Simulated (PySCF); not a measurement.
# TlC: from the state search to spectroscopic constants

The task here is to estimate one member of a computed series from the others.

The runs use PySCF 2.14.0; Tl def2-TZVPP with ECP60, C def2-TZVPP, scalar-relativistic core potentials.

Set-up of the first run:

A driver script around PySCF takes these settings:

```yaml
atoms: Tl, C
charge: 0
basis: Tl def2-TZVPP with ECP60, C def2-TZVPP
Hamiltonian: scalar-relativistic core potentials
basis_functions: 81
electrons_treated: 27
masses_in_u: 204.9744, 12.0000
levels: PBE0, PBE, r²SCAN, MN15, r²SCANh, PW91, BP86, LC-ωPBE, HF, MP2, SCS-MP2, CCSD, CCSD(T)
grid: 80 radial by 434 angular points
occupations: held fixed by the projection of orbital angular momentum
dissociation_limit: Tl + C, each in its ground configuration
starting_distance_in_angstrom: 2.140
values_of_2S_to_try: 1, 3
```

Launch:

```
$ OMP_NUM_THREADS=1 python dia.py task.json out
```

Steps of the session up to this table: Input; The PBE0 curve of the state that the search chose; Other states along the same grid; PBE (GGA); r²SCAN (meta-GGA); MN15 (hybrid meta-GGA); r²SCANh (hybrid meta-GGA); PW91; BP86; LC-ωPBE (range-separated hybrid); UHF; Adding correlation.

One of the session's tables, all rows but one given; the rest of the session is left out.

Energy (eV) from each level's lowest point:

| R (Å) | UHF | UHF-MP2 | UHF-SCS-MP2 | UHF-CCSD | UHF-CCSD(T) |
| --- | --- | --- | --- | --- | --- |
| 1.955 | 0.822 | 0.654 | 0.687 | n/a | n/a |
| 2.046 | 0.399 | 0.298 | 0.320 | 0.314 | 0.303 |
| 2.137 | 0.151 | 0.097 | 0.110 | 0.107 | 0.101 |
| 2.205 | 0.050 | 0.024 | 0.030 | 0.028 | 0.026 |
| 2.273 | 0.004 | 0.000 | 0.000 | 0.000 | 0.000 |
| 2.341 | 0.000 | 0.016 | 0.010 | 0.011 | 0.013 |
| 2.432 | 0.044 | 0.082 | 0.070 | 0.071 | 0.075 |
| 2.546 | ? | ? | ? | ? | ? |
| 2.682 | 0.331 | 0.422 | 0.393 | 0.391 | 0.398 |
| 2.864 | 0.605 | 0.732 | 0.692 | n/a | n/a |

Q: Estimate the row for R (Å) = 2.546 from the others.

Worked estimate for «UHF». A straight line through the neighbours (2.432, 0.044) and (2.682, 0.331) gives 0.044 + (0.331 − 0.044) × (2.546 − 2.432) / (2.682 − 2.432) = 0.175; a parabola fitted to 4 rows on both sides gives 0.160.

As computed: UHF: 0.153; UHF-MP2: 0.216; UHF-SCS-MP2: 0.196; UHF-CCSD: 0.196; UHF-CCSD(T): 0.202. In «UHF» the line misses by +0.022 and the parabola by +0.007.

State 4 has its PBE0 minimum 1.62 eV higher. The other levels ran on the lowest alone.
